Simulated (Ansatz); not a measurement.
# H₁₂N₂Si₄Zn: taking an electron away

An exercise on one series of results from a longer session: the logs are not shown, and one member is left open.

Computed with Ansatz 0.2.0, Gaussian basis. Level: unrestricted cation, the program's frozen cores in correlated methods.

Levels to be run: UKS PBE-D4/def2-TZVPP; UKS r2SCAN-D4/def2-TZVPP; UKS PBE0-D4/def2-TZVPP; UKS B3LYP-D4/def2-TZVPP; UKS wB97X-V/def2-TZVPP; UKS wB97M-V/def2-TZVPP; UKS B2PLYP (frozen core with 3s3p of Cu, Zn)/def2-TZVPP; UHF-CCSD(T) with 3s3p of Cu, Zn/def2-TZVPP; UHF-MP2 with 3s3p of Cu, Zn/def2-QZVPP; extrapolation to the limit; then −ε(HOMO) from the neutral's earlier runs with LDA (SPW92), PBE-D4, revPBE-D4, BLYP-D4, r2SCAN-D4, B97M-V, PBE0-D4, B3LYP-D4, r2SCANh-D4, r2SCAN0-D4, HSE06-D4, BHLYP-D4, CAM-B3LYP-D4, LC-ωPBE, ωB97X-V, ωB97M-V.

**The relaxed structure**

An earlier PBE0-D4 in a triple-zeta def2 set relaxation fixed the geometry.

SMILES `[SiH3][N]([SiH3])[Zn][N]([SiH3])[SiH3]`, 19 atoms, charge 0, spin multiplicity 1.

Atoms are counted from 1 here; the program's logs count them from 0.

Bond lengths: Si1–N2 1.724 Å, Si1–H8 1.490 Å, Si1–H9 1.490 Å, Si1–H10 1.491 Å, N2–Si3 1.724 Å, N2–Zn4 1.823 Å, Si3–H11 1.491 Å, Si3–H12 1.490 Å, Si3–H13 1.490 Å, Zn4–N5 1.823 Å, N5–Si6 1.724 Å, N5–Si7 1.724 Å, Si6–H14 1.491 Å, Si6–H15 1.490 Å, Si6–H16 1.490 Å, Si7–H17 1.491 Å, Si7–H18 1.490 Å, Si7–H19 1.490 Å. Angles: N2–Si1–H8 112.0°, N2–Si1–H9 111.9°, N2–Si1–H10 108.4°, H8–Si1–H9 107.6°, H8–Si1–H10 108.4°, H9–Si1–H10 108.5°, Si1–N2–Si3 123.9°, Si1–N2–Zn4 118.1°, Si3–N2–Zn4 118.0°, N2–Si3–H11 108.4°, N2–Si3–H12 112.0°, N2–Si3–H13 111.9°, H11–Si3–H12 108.4°, H11–Si3–H13 108.4°, H12–Si3–H13 107.6°, N2–Zn4–N5 180.0°, Zn4–N5–Si6 118.2°, Zn4–N5–Si7 118.0° and more.

The first run:

File in.yaml:

```yaml
crystal:
  periodic: [false, false, false]
  atoms:
    - {symbol: Si, position_ang: [3.012590, 0.371421, 0.196832]}
    - {symbol: N, position_ang: [1.666799, -0.705299, 0.208521]}
    - {symbol: Si, position_ang: [1.803857, -2.411949, 0.406581]}
    - {symbol: Zn, position_ang: [-0.001411, 0.000810, 0.001504]}
    - {symbol: N, position_ang: [-1.669821, 0.706511, -0.204995]}
    - {symbol: Si, position_ang: [-2.335117, 0.769994, -1.793714]}
    - {symbol: Si, position_ang: [-2.490209, 1.269373, 1.202439]}
    - {symbol: H, position_ang: [3.765993, 0.337613, 1.481685]}
    - {symbol: H, position_ang: [3.972876, 0.049316, -0.895619]}
    - {symbol: H, position_ang: [2.505520, 1.757652, -0.013763]}
    - {symbol: H, position_ang: [0.436552, -3.004567, 0.346976]}
    - {symbol: H, position_ang: [2.416509, -2.775297, 1.715245]}
    - {symbol: H, position_ang: [2.633011, -3.031298, -0.665180]}
    - {symbol: H, position_ang: [-1.332549, 0.214534, -2.747335]}
    - {symbol: H, position_ang: [-3.585608, -0.031756, -1.907988]}
    - {symbol: H, position_ang: [-2.656576, 2.164878, -2.206395]}
    - {symbol: H, position_ang: [-1.598982, 1.065313, 2.380724]}
    - {symbol: H, position_ang: [-3.761505, 0.530010, 1.441476]}
    - {symbol: H, position_ang: [-2.823830, 2.718443, 1.109306]}
basis:
  gaussian: {orbitals: def2-TZVPP}
total_charge: 1
magnetization: {spin_polarized: true, initial_magnetization: 1}
hamiltonian: {xc: pbe, dispersion: d4}
```

Launch:

```sh
> ansatz run in.yaml --threads 4 --pin off --events-out ev --progress --plain --max-ram 41984MiB --backend cuda --devices 0, --max-vram 37GiB
```

Among the steps run: Cation, UKS PBE-D4/def2-TZVPP; Cation, UKS r2SCAN-D4/def2-TZVPP; Cation, UKS PBE0-D4/def2-TZVPP; Cation, UKS B3LYP-D4/def2-TZVPP; Cation, UKS wB97X-V/def2-TZVPP; Cation, UKS wB97M-V/def2-TZVPP; Cation, UKS B2PLYP (frozen core with 3s3p of Cu, Zn)/def2-TZVPP; Cation, UHF-CCSD(T) with 3s3p of Cu, Zn/def2-TZVPP; Cation, UHF-MP2 with 3s3p of Cu, Zn/def2-QZVPP.

One of the session's tables, all rows but one given; the rest of the session is left out.

Orbital estimates, from the neutral's runs:

```
  functional  −ε(HOMO) (eV)
 LDA (SPW92)           6.45
      PBE-D4           6.33
   revPBE-D4           6.28
     BLYP-D4           6.20
   r2SCAN-D4           6.61
      B97M-V           6.78
     PBE0-D4           7.59
    B3LYP-D4           7.37
  r2SCANh-D4           7.08
  r2SCAN0-D4           7.78
    HSE06-D4           7.19
    BHLYP-D4              ?
CAM-B3LYP-D4           8.92
     LC-ωPBE          10.27
     ωB97X-V           9.94
     ωB97M-V           9.85
```

Estimate the missing values for BHLYP-D4.

Worked estimate for «−ε(HOMO) (eV)». Against the share of exact exchange, BLYP-D4 (0, 6.20), B3LYP-D4 (0.2, 7.37) give a slope of 5.85 per unit share; at 0.5 the line stands at 9.12.

The run gave: −ε(HOMO) (eV): 8.75. In «−ε(HOMO) (eV)» the line misses by +0.37.
